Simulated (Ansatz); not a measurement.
# H₇InOSi: how energies converge with the basis set

Aim: see how fast density functionals converge with the basis set for H₇InOSi.

The runs use Ansatz 0.2.0, Gaussian basis; one geometry, several basis sets.

Plan: PBE0-D4/def2-SVP; ωB97M-V/def2-SVP; PBE0-D4/def2-QZVPP; ωB97M-V/def2-QZVPP; the functionals' def2-TZVPP values are taken from earlier runs.

**1. The relaxed structure**

The geometry comes from an earlier relaxation with PBE0-D4 in a triple-zeta def2 set; it is a stationary point, not always the lowest conformer. In takes the def2 core potential; no spin-orbit term is included.

SMILES `[SiH3][OH+][InH3-]`, 10 atoms, charge 0, spin multiplicity 1.

Atoms are counted from 1 here; the program's logs count them from 0.

Bond lengths: Si1–O2 1.677 Å, Si1–H4 1.476 Å, Si1–H5 1.484 Å, Si1–H6 1.482 Å, O2–In3 2.436 Å, O2–H7 0.960 Å, In3–H8 1.726 Å, In3–H9 1.735 Å, In3–H10 1.734 Å. Angles: O2–Si1–H4 105.1°, O2–Si1–H5 108.4°, O2–Si1–H6 110.5°, H4–Si1–H5 111.6°, H4–Si1–H6 111.5°, H5–Si1–H6 109.7°, Si1–O2–In3 122.2°, Si1–O2–H7 117.7°, In3–O2–H7 109.8°, O2–In3–H8 98.7°, O2–In3–H9 91.6°, O2–In3–H10 91.5°, H8–In3–H9 119.6°, H8–In3–H10 120.0°, H9–In3–H10 119.0°.

**2. PBE0-D4 in def2-SVP**

File in.yaml:

```yaml
crystal:
  periodic: [false, false, false]
  atoms:
    - {symbol: Si, position_ang: [-1.228960, 0.867606, -0.658984]}
    - {symbol: O, position_ang: [0.337420, 0.269128, -0.702629]}
    - {symbol: In, position_ang: [1.199504, -1.232861, 1.010109]}
    - {symbol: H, position_ang: [-2.084766, -0.311990, -0.425158]}
    - {symbol: H, position_ang: [-1.524012, 1.505155, -1.966560]}
    - {symbol: H, position_ang: [-1.373151, 1.866400, 0.426427]}
    - {symbol: H, position_ang: [1.033472, 0.862693, -0.994818]}
    - {symbol: H, position_ang: [1.138193, -2.709375, 0.117891]}
    - {symbol: H, position_ang: [-0.098307, -0.826470, 2.086852]}
    - {symbol: H, position_ang: [2.683607, -0.341486, 1.109970]}
basis:
  gaussian: {orbitals: def2-SVP}
hamiltonian: {xc: pbe0, dispersion: d4}
output: {orbitals: {seedname: orbitals}}
```

Command:

```bash
$ ansatz run in.yaml --threads 4 --pin off --events-out ev --progress --plain --max-ram 10444MiB
```

Further steps of the session: ωB97M-V in def2-SVP; PBE0-D4 in def2-QZVPP; ωB97M-V in def2-QZVPP.

**Question.** What will the summary of the whole plan be? Wanted: PBE0-D4: double and triple zeta above quadruple; ωB97M-V: double and triple zeta above quadruple.

**Answer**, as computed:

| quantity | value |
| --- | --- |
| PBE0-D4: double and triple zeta above quadruple | 6.20, 0.46 eV |
| ωB97M-V: double and triple zeta above quadruple | 6.34, 0.43 eV |

What this shows: For PBE0-D4 the step from double to triple zeta gains 5.74 eV and the next only 0.46 eV. These are total energies; as a rule much of such shifts cancels in differences, which this series doesn't test. The LUMO of ωB97M-V is positive and keeps falling with the basis (0.86 to 0.19 eV): an unbound level that the basis holds in place.
